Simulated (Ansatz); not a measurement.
Cd2S:

```
Cd S
1.0
     3.96267    0.00000    0.00000
    -1.98134    3.43177    0.00000
     0.00000    0.00000    5.80919
Cd S
2 1
Direct
  0.33333 0.66667 0.93272
  0.66667 0.33333 0.57873
  0.33333 0.66667 0.36571
```

The cell comes from a database or a generator and needn't be the stable form of this composition.

| Quantity | Value |
| --- | --- |
| Program | Ansatz 0.2.0 |
| Task | relaxation of cell and atoms |
| Functional | PBE |
| Dispersion | D3(BJ) |
| Potentials or basis | Ansatz PAW |
| Cutoff | 420 eV (not typed: the program's choice for these potentials) |
| k mesh | 8 × 8 × 5 |
| Occupations | fermi-dirac, width 0.05 eV |
| Spin | no spin polarisation |

At the start: volume 26.33 Å³/atom.

Where does the relaxation end?

It ends after 5 steps and the volume is 24.76 Å³/atom (-6.0 %); space group P3m1 (No. 156, to 0.05 Å).

The path:
| step | energy change (eV) | largest force (eV/Å) | volume (Å³) |
| --- | --- | --- | --- |
| 1 | 0.0000 | 0.0862 | 79.00 |
| 2 | -0.0282 | 0.2356 | 73.61 |
| 3 | -0.0348 | 0.0304 | 74.38 |
| 4 | -0.0349 | 0.0032 | 74.27 |
| 5 | -0.0337 | 0.0031 | 74.27 |

Final structure:
```yaml
crystal:
  lattice:
    - [3.84930, 0.00000, 0.00000]
    - [-1.92465, 3.33359, 0.00000]
    - [0.00000, 0.00000, 5.78750]
  atoms:
    - { symbol: Cd, position: [0.33333, 0.66667, 0.93410] }
    - { symbol: Cd, position: [0.66667, 0.33333, 0.58129] }
    - { symbol: S, position: [0.33333, 0.66667, 0.36177] }
```

Caveat: the plane-wave basis is chosen anew once the cell has moved, so the energies of steps on either side of that aren't comparable.
